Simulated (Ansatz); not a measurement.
# ZnFe: the cost of one run

Program: Ansatz 0.2.0. Level of theory: DFT r2SCAN, scalar-relativistic, plane waves, PAW. These are calculated values, not measurements.

## 1. Starting point

Symmetry: P4/mmm, No. 123, tetragonal system. The conventional cell has a = 2.542 Å, b = 2.542 Å, c = 3.870 Å, α = 90.00°, β = 90.00°, γ = 90.00°. Zn (site symmetry 4/mmm) is surrounded by 4 Zn at 2.54 Å and 8 Fe at 2.64 Å. Around Fe (site symmetry 4/mmm) lie 4 Fe at 2.54 Å and 8 Zn at 2.64 Å.

As a file:

```
Zn Fe
1.0
     2.54160    0.00000    0.00000
     0.00000    2.54160    0.00000
     0.00000    0.00000    3.87015
Zn Fe
1 1
Direct
  0.50000 0.50000 0.50000
  0.00000 0.00000 0.00000
```

(A quick probe on a coarse mesh, which set the mesh and smearing, is not shown.)

## 3. The relaxation

Contents of input.yaml:

```yaml
crystal:
  lattice:
    - [2.54160215, 0.0, 0.0]
    - [0.0, 2.54160215, 0.0]
    - [0.0, 0.0, 3.87015134]
  atoms:
    - { symbol: Zn, position: [0.5, 0.5, 0.5] }
    - { symbol: Fe, position: [0.0, 0.0, 0.0], spin: 2.94 }
basis:
  ecutwfc: 500
kpoints:
  mp_grid: { grid: [22, 22, 14] }
hamiltonian:
  xc: r2scan
scf:
  occupations: { method: gaussian, width: 0.1 }
output:
  forces: true
  stress: true
  eigenvalues: true
  populations: true
magnetization:
  spin_polarized: true
relax:
  adjacent_minimum: "off"
  f_tol: 0.01
  max_steps: 80
  cell: { stress_tol: 0.05 }
```

Command:

```bash
> ansatz run input.yaml --threads 1 --pin off --max-ram 2560MiB --backend cpu --events-out ev --progress --plain --runs-dir out
```

What time and memory should one allow on 1 thread of Arm Neoverse V1, shared host?

About 6.7 min, with a peak of 0.94 GiB.
